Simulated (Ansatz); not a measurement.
# Cl3HSn: the cost of one run

Program: Ansatz 0.2.0. Level of theory: RKS BHLYP/def2-SVP. These are calculated values, not measurements.

**1. The starting structure**

Bond lengths: Sn1–Cl2 2.410 Å, Sn1–H3 1.740 Å, Sn1–Cl4 2.408 Å, Sn1–Cl5 2.408 Å. Angles: Cl2–Sn1–H3 109.4°, Cl2–Sn1–Cl4 109.5°, Cl2–Sn1–Cl5 109.5°, H3–Sn1–Cl4 109.5°, H3–Sn1–Cl5 109.5°, Cl4–Sn1–Cl5 109.5°.

Structure file:

```xyz
5

Sn    0.0000    0.0000    0.0000
Cl    0.0000    0.0000    2.4100
H     1.6408    0.0000   -0.5794
Cl   -1.1351    1.9666   -0.8025
Cl   -1.1351   -1.9666   -0.8025
```

**2. Relaxing the start**

The input, input.yaml:

```yaml
crystal:
  periodic: [false, false, false]
  atoms:
    - { symbol: Sn, position_ang: [0.0, 0.0, 0.0] }
    - { symbol: Cl, position_ang: [0.0, 0.0, 2.41] }
    - { symbol: H, position_ang: [1.6408, 0.0, -0.5794] }
    - { symbol: Cl, position_ang: [-1.1351, 1.9666, -0.8025] }
    - { symbol: Cl, position_ang: [-1.1351, -1.9666, -0.8025] }
basis:
  gaussian: { orbitals: def2-SVP }
hamiltonian:
  xc: { name: BHLYP }
relax:
  f_tol: 0.02
  max_steps: 40
output:
  orbitals: {}
```

The run is started by

```console
$ ansatz run input.yaml --threads 2 --pin off --max-ram 3072MiB --backend cpu --events-out ev --progress --plain --runs-dir out
```

What time and memory should one allow on 2 threads of AMD EPYC 9R45 (Zen 5), shared host?

About 5.9 s, with a peak of 0.21 GiB.
